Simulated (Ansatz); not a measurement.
# LaNb2O2: the cost of one run

Computed with Ansatz 0.2.0 (DFT PBE, scalar-relativistic, plane waves, PAW, unless a step's input says otherwise).

1 further run of the same task is left out (set aside as unsound or not needed).

### Step 1. The structure to begin with

The structure is tetragonal, space group I4/mmm (No. 139). The conventional cell has a = 3.835 Å, b = 3.835 Å, c = 10.618 Å, α = 90.00°, β = 90.00°, γ = 90.00°. Around La (site symmetry 4/mmm) lie 8 O at 2.97 Å and 8 Nb at 3.27 Å. Nb (site symmetry -4m2) is surrounded by 4 O at 2.40 Å and 4 Nb at 2.71 Å. Around O (site symmetry 4mm) lie 4 Nb at 2.40 Å and 1 O at 2.43 Å and 4 La at 2.97 Å.

Structure file:

```
La Nb O
1.0
    -1.91740    1.91740    5.30915
     1.91740   -1.91740    5.30915
     1.91740    1.91740   -5.30915
La Nb O
1 2 2
Direct
  0.00000 0.00000 0.00000
  0.75000 0.25000 0.50000
  0.25000 0.75000 0.50000
  0.61462 0.61462 0.00000
  0.38538 0.38538 0.00000
```

A structure generator made this guess: species swapped into a database cell of TbFe2Ge2 (I4/mmm, No. 139), with La on the Tb sites, Nb on the Fe sites and O on the Ge sites. Lengths come from tabulated atomic sizes and are only a guess.

### Step 2. Probe: one point on a coarse mesh

input.yaml

```yaml
crystal:
  lattice:
    - [-1.91740217, 1.91740217, 5.30914862]
    - [1.91740217, -1.91740217, 5.30914862]
    - [1.91740217, 1.91740217, -5.30914862]
  atoms:
    - { symbol: La, position: [0.0, 0.0, 0.0] }
    - { symbol: Nb, position: [0.75, 0.25, 0.5] }
    - { symbol: Nb, position: [0.25, 0.75, 0.5] }
    - { symbol: O, position: [0.61462355, 0.61462355, 0.0] }
    - { symbol: O, position: [0.38537645, 0.38537645, 0.0] }
basis:
  ecutwfc: 420
kpoints:
  mp_grid: { grid: [6, 6, 6] }
hamiltonian:
  xc: pbe
scf:
  occupations: { method: gaussian, width: 0.1 }
  lower_state_search: "off"
output:
  forces: true
  stress: true
  eigenvalues: true
```

Launch:

```console
$ ansatz run input.yaml --threads 1 --pin off --max-ram 2560MiB --backend cpu --events-out ev --progress --plain --runs-dir out
```

Q: Estimate wall time and peak memory on 1 thread of Intel Xeon at 2.50GHz (Skylake/Cascade Lake), shared host.

About 8.6 s, with a peak of 0.41 GiB.
